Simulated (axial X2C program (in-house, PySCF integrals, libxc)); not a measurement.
# Linear CaCN⁻ at several levels

Aim: the two bond lengths and stretching wavenumbers of linear CaCN⁻, with and without spin–orbit coupling, at PBE0, HF, B3LYP, MP2.

Program: an in-house X2C program for linear molecules on PySCF integrals. Level of theory: all-electron X2C, two-component (2c) or spin-free, Ca dyall-v3z, C dyall-v3z, N dyall-av3z. These are calculated values, not measurements.

All values are calculated.

2 further runs of the same task are left out: 2 set aside as unsound or not needed.

### Step 1. The job

File task.json:

```json
{"zs": [20, 6, 7], "q": -1, "bas": ["dyall-v3z", "dyall-v3z", "dyall-av3z"], "r0": [2.41, 1.16], "symm": 0, "scan": ["PBE0", "HF", "B3LYP"], "levels": ["PBE0", "HF", "BHandHLYP"], "nst": 2}
```

Keys: zs atomic numbers; q charge; bas basis sets; r0 starting distance in Å; symm equal bonds; scan levels of the two-bond scan (MP2 follows by itself at each HF point); levels methods; nst determinants followed.

Run with:

```console
python solin.py task.json out
```

Masses Ca 39.963, C 12.000, N 14.003 u.

### Step 2. Scan at PBE0, 2c

State: Ω = 0 (all partner blocks equally filled). Energies above the lowest point, from the job's result record:

```csv
r(Ca–C) (Å),r(C–N) (Å),E (meV)
2.4346,1.1349,54.58
2.4346,1.1640,8.60
2.4346,1.1931,59.71
2.4970,1.1349,46.43
2.4970,1.1640,0.00
2.4970,1.1931,50.63
2.4970,1.2222,181.53
2.5594,1.1349,56.11
2.5594,1.1640,9.16
2.5594,1.1931,59.25
2.6218,1.1640,32.03
2.6218,1.2222,211.21
```

A quadratic surface with cubic terms in each bond gives the minimum at 2.494 and 1.163 Å, force constants 0.739, 18.5 and coupling -0.05 mdyn/Å.

### Step 3. Scan at HF, 2c

State: Ω = 0 (all partner blocks equally filled). Energies above the lowest point, from the job's result record:

```csv
r(Ca–C) (Å),r(C–N) (Å),E (meV)
2.4346,1.1349,37.72
2.4346,1.1640,65.02
2.4346,1.1931,192.96
2.4970,1.1349,7.99
2.4970,1.1640,34.50
2.4970,1.1931,161.61
2.4970,1.2222,372.22
2.5594,1.1349,0.00
2.5594,1.1640,25.66
2.5594,1.1931,151.87
2.6218,1.1640,33.82
2.6218,1.2222,367.75
```

A quadratic surface with cubic terms in each bond gives the minimum at 2.556 and 1.143 Å, force constants 0.71, 21.4 and coupling -0.08 mdyn/Å.

### Step 4. Scan at B3LYP, 2c

State: Ω = 0 (all partner blocks equally filled). Energies above the lowest point, from the job's result record:

```csv
r(Ca–C) (Å),r(C–N) (Å),E (meV)
2.4346,1.1349,62.75
2.4346,1.1640,15.18
2.4346,1.1931,63.10
2.4970,1.1349,47.97
2.4970,1.1640,0.00
2.4970,1.1931,47.49
2.4970,1.2222,173.72
2.5594,1.1349,51.26
2.5594,1.1640,2.83
2.5594,1.1931,49.82
2.6218,1.1640,19.58
2.6218,1.2222,191.14
```

A quadratic surface with cubic terms in each bond gives the minimum at 2.517 and 1.163 Å, force constants 0.686, 18.1 and coupling -0.04 mdyn/Å.

### Step 5. Comparison

| level | r(Ca–C) (Å) | r(C–N) (Å) | lower stretch (cm⁻¹) | upper stretch (cm⁻¹) |
| --- | --- | --- | --- | --- |
| PBE0, 2c | 2.494 | 1.163 | 280.1 | 2221.4 |
| HF, 2c | 2.556 | 1.143 | 274.7 | 2387.3 |
| B3LYP, 2c | 2.517 | 1.163 | 270.1 | 2197.3 |
| MP2, 2c | 2.515 | 1.185 | 274.1 | 2025.9 |
| PBE0, spin-free | 2.494 | 1.162 | 280.1 | 2221.4 |
| HF, spin-free | 2.555 | 1.142 | 274.8 | 2387.4 |
| B3LYP, spin-free | 2.517 | 1.163 | 270.1 | 2197.3 |
| MP2, spin-free | 2.515 | 1.185 | 274.2 | 2026.0 |

Scans not shown above were run alike.

**Reading.** Over the levels the Ca–C bond spans 2.494 to 2.556 Å and the C–N bond 1.142 to 1.185 Å. At PBE0 spin–orbit coupling leaves both bonds unchanged to 0.001 Å. Each state is one determinant, the lowest of a limited PBE0 search; the stretches come from a fit to few points and are good to some per cent at best. MP2 freezes inner shells (threshold -2 hartree). For an anion the highest level of a functional can be positive, and the basis then holds the extra electron. The molecule was held linear; bending was not examined, so a bent shape may lie lower.
